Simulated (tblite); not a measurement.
# C7H13OP: the cost of one run

The runs use tblite 0.8.0 and PySCF 2.14.0, with density-fitted response routines of our own; the level of theory stands in each step. All values are computed, except where a source is named. Atoms count from 0, in the outputs and in this text.

### 1 The molecule as given

22 atoms, charge 0, multiplicity 1; geometry from: force field or distance geometry start.

Bonds of the start (Å): C0–C1 1.51, C1–C2 1.33, C2–C3 1.52, C3–C4 1.53, C3–C5 1.52, C2–P6 1.78, P6–C7 1.80, P6–O8 1.50, P6–C1 1.79, C0–H9 1.12, C0–H10 1.11, C0–H11 1.11, C3–H12 1.11, C4–H13 1.12, C4–H14 1.10, C4–H15 1.13, C5–H16 1.09, C5–H17 1.11, C5–H18 1.11, C7–H19 1.11, C7–H20 1.12, C7–H21 1.12.

### 2 Geometry optimisation with GFN2-xTB

What the job is given:

```
{"job": {"kind": "relax", "xc": "GFN2-xTB", "basis": "xTB"}, "charge": 0, "multiplicity": 1}
C      2.189700     1.940400    -0.767800
C      1.340500     0.879300    -0.109900
C      0.109700     0.408400     0.049800
C     -1.372300     0.524500    -0.278000
C     -2.172300     0.665100     1.018400
C     -1.873300    -0.741200    -0.952600
P      1.297000    -0.556900     0.964300
C      1.623400    -2.186200     0.274100
O      1.438200    -0.302200     2.436800
H      2.135100     2.883800    -0.169600
H      1.821800     2.114800    -1.795600
H      3.245100     1.588200    -0.780400
H     -1.560200     1.382900    -0.955800
H     -2.508200     1.727500     1.121200
H     -1.571600     0.336800     1.881400
H     -3.108000     0.044200     0.917800
H     -2.174100    -0.481000    -1.968700
H     -2.775700    -1.116100    -0.419400
H     -1.131400    -1.561100    -0.886900
H      2.665800    -2.475500     0.524300
H      0.892800    -2.891800     0.735400
H      1.477600    -2.164600    -0.839700
```

Started as:

```console
> OMP_NUM_THREADS=1 python probes_run.py task.json out
```

One launch serves the whole session: the jobs run in the order shown.

Q: Estimate the wall time and peak memory of this first job on 1 thread of Arm Neoverse N1, shared host.

About 2.2 s, with a peak of 0.18 GiB.
